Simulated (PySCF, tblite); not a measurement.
**C₇H₁₃NP₂: geometry, infrared bands and NMR shifts**

What infrared bands and NMR shifts should C₇H₁₃NP₂ (`C=C(C)P(CP)CCC#N`) show?

Programs: tblite 0.8.0 and PySCF 2.14.0, with density-fitted response routines of our own. Each step states its level of theory. These are calculated values for one molecule in the gas phase, unless marked as measured. Atoms count from 0, in the outputs and in this text.

**1. Starting geometry**

23 atoms, charge 0, multiplicity 1; geometry from: force field or distance geometry start.

Bonds of the start (Å): C0–C1 1.35, C1–C2 1.48, C1–P3 1.87, P3–C4 1.84, C4–P5 1.86, P3–C6 1.86, C6–C7 1.53, C7–C8 1.48, C8–N9 1.15, C0–H10 1.08, C0–H11 1.10, C2–H12 1.10, C2–H13 1.09, C2–H14 1.10, C4–H15 1.10, C4–H16 1.09, P5–H17 1.41, P5–H18 1.41, C6–H19 1.10, C6–H20 1.09, C7–H21 1.10, C7–H22 1.10.

**2. Relaxing the molecule with GFN2-xTB**

What the job is given:

```
{"job": {"kind": "relax", "xc": "GFN2-xTB", "basis": "xTB"}, "charge": 0, "multiplicity": 1}
C     -1.906700    -0.009100     1.933200
C     -1.421800     0.212900     0.697600
C     -2.241300     0.058100    -0.527800
P      0.376500     0.704400     0.603800
C      0.401300     1.774900    -0.892000
P      2.057600     2.521600    -1.290900
C      1.117300    -0.847000    -0.105100
C      1.171200    -1.986400     0.917000
C      1.791100    -3.184100     0.317700
N      2.268600    -4.120900    -0.156700
H     -1.321900     0.102400     2.833800
H     -2.957000    -0.295800     2.079500
H     -2.379700     1.027900    -1.022800
H     -1.787700    -0.643200    -1.234900
H     -3.256000    -0.308300    -0.299800
H     -0.298400     2.606900    -0.730700
H      0.066800     1.223000    -1.776100
H      2.115700     3.389600    -0.176000
H      1.603300     3.500200    -2.199300
H      2.141900    -0.618400    -0.425500
H      0.558100    -1.151500    -0.990700
H      0.155700    -2.247900     1.256500
H      1.740600    -1.682300     1.813200
```

Launch:

```sh
> OMP_NUM_THREADS=1 python probes_run.py task.json out
```

This one command runs all jobs of the session in turn.

**Question.** This job is followed by: GFN2-xTB harmonic vibrations, gas phase; GIAO PBE0/pcSseg-1 NMR shielding, non-relativistic, gas phase. Predict these results of the whole session: strongest single infrared mode (GFN2-xTB); zero-point energy (GFN2-xTB); ¹³C shifts against TMS (PBE0/pcSseg-1); ¹H shifts against TMS (PBE0/pcSseg-1, means over atoms taken as alike); ³¹P shifts against H3PO4 (PBE0/pcSseg-1); ¹⁵N shifts against NH3 (PBE0/pcSseg-1).

As calculated:

| quantity | value |
| --- | --- |
| strongest single infrared mode (GFN2-xTB) | 2412 cm⁻¹, 236 km/mol |
| zero-point energy (GFN2-xTB) | 111.5 kcal/mol |
| ¹³C shifts against TMS (PBE0/pcSseg-1) | 154.2, 137.4, 124.5, 29.3, 21.0, 15.3, 14.5 ppm |
| ¹H shifts against TMS (PBE0/pcSseg-1, means over atoms taken as alike) | 6.05, 5.81, 3.06, 2.07, 2.01, 1.95, 1.81 ppm |
| ³¹P shifts against H3PO4 (PBE0/pcSseg-1) | -27.4, -190.1 ppm |
| ¹⁵N shifts against NH3 (PBE0/pcSseg-1) | 297.6 ppm |

In words: Relaxing lowered the energy by 0.170 eV in 52 steps; the close pair that moved most is C7–C8, from 1.476 to 1.439 Å. All 63 modes are real, so the xTB geometry is a minimum. The strongest single mode, at 2412 cm⁻¹, moves mainly C8 and N9. GFN2-xTB is a fitted tight-binding method: band positions and strengths are rough. Its intensities can rank the bands wrongly. C1 (fully substituted alkene carbon) lies farthest downfield among carbon, at 154.2 ppm; as expected for a trigonal carbon in a double bond. At PBE0/pcSseg-1: The largest span, 496 ppm, is at N9, where the paramagnetic term is -369 ppm.
